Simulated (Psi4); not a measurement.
**UCAM-B3LYP/cc-pVTZ run of AlHBr (SMILES [AlH][Br])**

Aim: the energy change on altering one bond length of AlHBr at UCAM-B3LYP/cc-pVTZ, from 2 runs. Input form: a Python script.

The results are computed with Psi4 1.11.

1 further run of the same task is left out (set aside as unsound or not needed).

### Step 1. The structure to begin with

The species is AlHBr (3 atoms), meant as a doublet with charge 0. SMILES: `[AlH][Br]`. The shape is that of a PBE0-D4/def2-TZVP optimisation.

Bond lengths: Al1–Br2 2.275 Å, Al1–H3 1.602 Å. Angles: Br2–Al1–H3 115.7°.

### Step 2. The energy at UCAM-B3LYP/cc-pVTZ

Contents of albrh.py:

```python
import psi4

psi4.set_memory(1600000000)
psi4.set_num_threads(1)
psi4.core.set_output_file('output.dat', False)

m = psi4.geometry("""
0 2
Al    -0.296700    -0.628000    -0.239100
Br     1.584500     0.008600     0.871100
H     -1.298900     0.554600    -0.645300
symmetry c1
""")

psi4.set_options({
    'reference': 'uks',
    'puream': True,
    'e_convergence': 1e-09,
    'd_convergence': 1e-08,
    'scf_type': 'pk',
    'dft_radial_points': 99,
    'dft_spherical_points': 590,
    'maxiter': 200,
})

energy_value = psi4.energy('cam-b3lyp/cc-pVTZ')
print(f'total energy {energy_value:.8f} hartree = {energy_value * 27.211386:.5f} eV')
```

On the command line:

```console
$ python albrh.py
```

output.dat, shortened:

```text
[...]
  Running in c1 symmetry.
[...]
  Nuclear repulsion =  115.724118745442127
[...]
  Multiplicity = 2
[...]
  Nalpha       = 25
  Nbeta        = 24
[...]
    Number of basis functions: 91
[...]
   @UKS iter   1: -2817.10823517033214   -1.55320e+00   1.27765e-02 DIIS/ADIIS
[...]
   @UKS iter  13: -2817.38296970604097   -8.18545e-12   3.73030e-09 DIIS
[...]
   @S^2 Observed:                7.538671614E-01
[...]
    Orbital Energies [Eh]
    ---------------------
    Alpha Occupied:
       1A   -482.915661     2A    -62.558432     3A    -56.374904
       4A    -56.373724     5A    -56.373435     6A    -56.170942
       7A     -8.758238     8A     -6.584090     9A     -6.580296
      10A     -6.579340    11A     -4.252961    12A     -2.808241
      13A     -2.805573    14A     -2.802079    15A     -2.702235
      16A     -2.701217    17A     -2.700448    18A     -2.697467
      19A     -2.697425    20A     -0.847641    21A     -0.493371
      22A     -0.406405    23A     -0.369768    24A     -0.367769
      25A     -0.266662
    Alpha Virtual:
[...]
  @UKS Final Energy: -2817.38296970604097
   => Energetics <=
    Nuclear Repulsion Energy =            115.7241187454421265
    One-Electron Energy =               -4150.8680888789676828
    Two-Electron Energy =                1303.6906927742766129
    DFT Exchange-Correlation Energy =     -85.9296923467913700
    Empirical Dispersion Energy =           0.0000000000000000
    VV10 Nonlocal Energy =                  0.0000000000000000
    Total Energy =                      -2817.3829697060405124
[...]
 Multipole Moments:
 ------------------------------------------------------------------------------------
     Multipole            Electronic (a.u.)      Nuclear  (a.u.)        Total (a.u.)
 ------------------------------------------------------------------------------------
 L = 1.  Multiply by 2.5417464519 to convert [e a0] to [Debye]
 Dipole X            :          5.3597399           -5.9249837           -0.5652438
 Dipole Y            :         -0.1093328           -0.2078543           -0.3171871
 Dipole Z            :          0.0000000           -0.0000000            0.0000000
 Magnitude           :                                                    0.6481576
[...]
```

On the terminal:

```text
total energy -2817.38296971 hartree = -76664.89550 eV
```

Wall time 55 s (1 thread of Intel Xeon 6975P-C (Granite Rapids), shared host); peak memory 1.6 GiB.

### Step 3. The distorted shape: energy and forces at UCAM-B3LYP/cc-pVTZ

Contents of albrh.xyz:

```xyz
3
AlBrH
Al     0.505081    -1.574105     0.085869
Br     2.386281    -0.937505     1.196069
H     -1.298900     0.554600    -0.645300
```

Contents of calc.py:

```python
import psi4

psi4.set_memory('1600 MB')
psi4.set_num_threads(1)
psi4.set_output_file('output.dat', False)

with open('albrh.xyz') as f:
    atoms = ''.join(f.readlines()[2:])
molecule = psi4.geometry('0 2\n' + atoms + 'symmetry c1')

psi4.set_options({
    'basis': 'cc-pVTZ',
    'reference': 'uks',
    'puream': True,
    'e_convergence': 1e-09,
    'd_convergence': 1e-08,
    'scf_type': 'pk',
    'dft_radial_points': 99,
    'dft_spherical_points': 590,
    'maxiter': 200,
})

energy_value, wavefunction = psi4.gradient('cam-b3lyp', return_wfn=True)
print('gradient / Eh bohr^-1')
print(energy_value.np.round(6))
print(f'energy = {wavefunction.energy():.10f} Eh')
```

On the command line:

```console
$ python calc.py
```

output.dat, shortened:

```text
[...]
  Running in c1 symmetry.
[...]
  Nuclear repulsion =  112.436332723666169
[...]
  Multiplicity = 2
[...]
  Nalpha       = 25
  Nbeta        = 24
[...]
    Number of basis functions: 91
[...]
   @UKS iter   1: -2817.02625839710026   -1.60099e+00   1.28082e-02 ADIIS/DIIS
[...]
   @UKS iter  15: -2817.32316058305514   -5.91172e-12   4.09182e-09 DIIS
[...]
   @S^2 Observed:                7.780593593E-01
[...]
  @UKS Final Energy: -2817.32316058305514
   => Energetics <=
    Nuclear Repulsion Energy =            112.4363327236661689
    One-Electron Energy =               -4144.4137434673257303
    Two-Electron Energy =                1300.5285139087877724
    DFT Exchange-Correlation Energy =     -85.8742637481833668
    Empirical Dispersion Energy =           0.0000000000000000
    VV10 Nonlocal Energy =                  0.0000000000000000
    Total Energy =                      -2817.3231605830551416
[...]
 Multipole Moments:
 ------------------------------------------------------------------------------------
     Multipole            Electronic (a.u.)      Nuclear  (a.u.)        Total (a.u.)
 ------------------------------------------------------------------------------------
 L = 1.  Multiply by 2.5417464519 to convert [e a0] to [Debye]
 Dipole X            :          6.3345759           -6.7986526           -0.4640767
 Dipole Y            :         -1.0729011            0.7596197           -0.3132814
 Dipole Z            :         -0.0000000            0.0000000           -0.0000000
 Magnitude           :                                                    0.5599218
[...]
  -Total Gradient:
     Atom            X                  Y                   Z
    ------   -----------------  -----------------  -----------------
       1        0.012421579046    -0.002827500280     0.000000000000
       2       -0.007927799986    -0.002245065675    -0.000000000001
       3       -0.004493608708     0.005069578777     0.000000000000
[...]
```

On the terminal:

```text
gradient / Eh bohr^-1
[[ 0.012422 -0.002828  0.      ]
 [-0.007928 -0.002245 -0.      ]
 [-0.004494  0.00507   0.      ]]
energy = -2817.3231605831 Eh
```

Run time: 3.2 min. Hardware: 1 thread of Intel Xeon 6975P-C (Granite Rapids), shared host; peak memory 1.6 GiB.

### Step 4. Outcome

Level: UCAM-B3LYP/cc-pVTZ.

| quantity | value |
| --- | --- |
| first shape: total energy | -2817.38297 Eh |
| first shape: dipole moment | 1.65 D |
| first shape: HOMO energy (highest over α and β) | -7.26 eV |
| first shape: LUMO energy (lowest over α and β) | -1.98 eV |
| first shape: ⟨S²⟩ | 0.754 |
| distorted shape: total energy | -2817.32316 Eh |
| distorted shape: dipole moment | 1.42 D |
| distorted shape: HOMO energy (highest over α and β) | -7.98 eV |
| distorted shape: LUMO energy (lowest over α and β) | -2.35 eV |
| distorted shape: ⟨S²⟩ | 0.778 |
| distorted shape: largest force on an atom | 0.655 eV/Å |
| energy change with the Al1–H3 bond stretched from 1.602 to 2.885 Å | 1.627 eV |

What this shows: With the Al1–H3 bond stretched from 1.602 to 2.885 Å the energy rises by 1.63 eV (38 kcal/mol). The first shape isn't relaxed at this level, so the change isn't measured from a minimum.
